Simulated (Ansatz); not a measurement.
**Be2ZnO3: from a guess to a relaxed structure**

Where does this trial cell of Be2ZnO3 go when cell and atoms are let free?

Method: DFT PBE, scalar-relativistic, plane waves, PAW, in Ansatz 0.2.0.

**1. Starting point**

It takes space group P6/mmm (No. 191, hexagonal). Conventional cell: a = 4.745 Å, b = 4.745 Å, c = 2.635 Å, α = 90.00°, β = 90.00°, γ = 120.00°. Be (site symmetry -6m2) is surrounded by 6 O at 1.90 Å. Zn (site symmetry 6/mmm) has 2 Zn at 2.64 Å and 12 O at 2.71 Å and 6 Be at 2.74 Å as nearest neighbours. O (site symmetry mmm) is surrounded by 4 Be at 1.90 Å and 4 Zn at 2.71 Å.

Coordinates:

```
Be Zn O
1.0
     4.74451    0.00000    0.00000
    -2.37225    4.10886    0.00000
     0.00000    0.00000    2.63526
Be Zn O
2 1 3
Direct
  0.33333 0.66667 0.00000
  0.66667 0.33333 0.00000
  0.00000 0.00000 0.00000
  0.50000 0.00000 0.50000
  0.50000 0.50000 0.50000
  0.00000 0.50000 0.50000
```

Recipe of the guess: species swapped into a database cell of CeB2Ir3 (P6/mmm, No. 191), with Zn on the Ce sites, Be on the B sites and O on the Ir sites. Lengths come from tabulated atomic sizes and are only a guess.

**2. A first look at the guess**

The input, input.yaml:

```yaml
crystal:
  lattice:
    - [4.74450822, 0.0, 0.0]
    - [-2.37225411, 4.10886465, 0.0]
    - [0.0, 0.0, 2.63526486]
  atoms:
    - { symbol: Be, position: [0.33333333, 0.66666667, 0.0] }
    - { symbol: Be, position: [0.66666667, 0.33333333, 0.0] }
    - { symbol: Zn, position: [0.0, 0.0, 0.0] }
    - { symbol: O, position: [0.5, 0.0, 0.5] }
    - { symbol: O, position: [0.5, 0.5, 0.5] }
    - { symbol: O, position: [0.0, 0.5, 0.5] }
basis:
  ecutwfc: 420
kpoints:
  mp_grid: { grid: [6, 6, 6] }
hamiltonian:
  xc: pbe
scf:
  occupations: { method: gaussian, width: 0.1 }
  lower_state_search: "off"
output:
  forces: true
  stress: true
  eigenvalues: true
```

Run with:

```console
ansatz run input.yaml --threads 1 --pin off --max-ram 2560MiB --backend cpu --events-out ev --progress --plain --runs-dir out
```

The session goes on with these runs: spin check on a coarse mesh; a loose first relaxation; relaxation on the finer mesh.

**Question.** What will these runs give? Wanted: conventional cell; volume; energy over the elements; gap on the mesh.

As calculated:

| quantity | value |
| --- | --- |
| symmetry at the end (tolerance 0.05 Å) | space group P6/mmm (No. 191) |
| conventional cell | a = 4.865 Å, b = 4.865 Å, c = 2.401 Å, α = 90.00°, β = 90.00°, γ = 120.00° |
| volume | 8.20 Å³/atom |
| energy over the elements (uncorrected; H, N, O, F and Cl as molecules) | -1.11 eV/atom |
| gap on the mesh | none (metal) |

In words: The space group P6/mmm (No. 191) is kept, and the volume per atom shrinks by 4.2 % from the first guess. It lies below the elements, which doesn't yet make it stable: competing phases were not computed in this session. No finished test with a distortion of lower symmetry is shown, so the end may be a saddle point. A spin-polarised run here lost its starting moments, which speaks against magnetism, though one start doesn't rule it out. Other magnetic orders were not searched.
